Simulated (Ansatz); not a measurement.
# YHg: how the settings move a relaxation

How sensitive is a relaxation of YHg to its settings? A reference run comes first, then one run with altered input.

Program: Ansatz 0.2.0. Level of theory: reference: DFT, PBEsol, PAW with Ansatz's default frozen-core files, scalar-relativistic; relaxation of cell and atoms. These are calculated values, not measurements.

### Step 1. The structure to begin with

Symmetry: Pm-3m, No. 221, cubic system. Conventional cell: a = 3.680 Å, b = 3.680 Å, c = 3.680 Å, α = 90.00°, β = 90.00°, γ = 90.00°. Around Y (site symmetry m-3m) lie 8 Hg at 3.19 Å. Hg (site symmetry m-3m) is surrounded by 8 Y at 3.19 Å.

As a file:

```
CELL_PARAMETERS angstrom
3.68000 0.00000 0.00000
0.00000 3.68000 0.00000
0.00000 0.00000 3.68000
ATOMIC_POSITIONS crystal
Y 0.50000 0.50000 0.50000
Hg 0.00000 0.00000 0.00000
```

### Step 2. Reference

input.yaml reads:

```yaml
crystal:
  lattice:
    - [3.68, 0.0, 0.0]
    - [0.0, 3.68, 0.0]
    - [0.0, 0.0, 3.68]
  atoms:
    - { symbol: "Y", position: [0.5, 0.5, 0.5] }
    - { symbol: Hg, position: [0.0, 0.0, 0.0] }
kpoints:
  mp_grid: { grid: [10, 10, 10] }
scf:
  occupations: { method: fermi_dirac, width: 0.08 }
hamiltonian:
  xc: pbesol
  pseudopotentials: { kind: paw }
relax:
  f_tol: 0.002
  max_steps: 80
  cell: {}
output:
  forces: true
  stress: true
  write_density: true
  write_potential: true
  elf: true
  volumetric_format: npy
```

Started as:

```console
$ ansatz run input.yaml --threads 1 --pin off --max-ram 3072MiB --backend cpu --events-out ev --progress --plain --runs-dir out
```

### Step 3. Changing settings: dr2_threshold 1.0e-05

input.yaml, as its differences from that of step 2:

```diff
@@ -12,2 +12,3 @@
   occupations: { method: fermi_dirac, width: 0.08 }
+  convergence: { dr2_threshold: 1.0e-05 }
 hamiltonian:
```

Before running it: what results should come out? Wanted: for each run, ending; energy change; pressure; gap; force.

As calculated:

| run | ending | energy change | pressure (GPa) | gap (eV) | force (eV/Å) | cycles | time |
| --- | --- | --- | --- | --- | --- | --- | --- |
| reference | converged | 0 | 0.0 | 0.00 | 0.00 | 20 | 20 s |
| 1: dr2_threshold 1.0e-05 | converged | 0.0 meV/atom | 0.0 | 0.00 | 0.00 | 15 | 18 s |

The changed convergence setting doesn't alter the result here (within 0.5 meV/atom). Cost: 15 SCF cycles against 20.
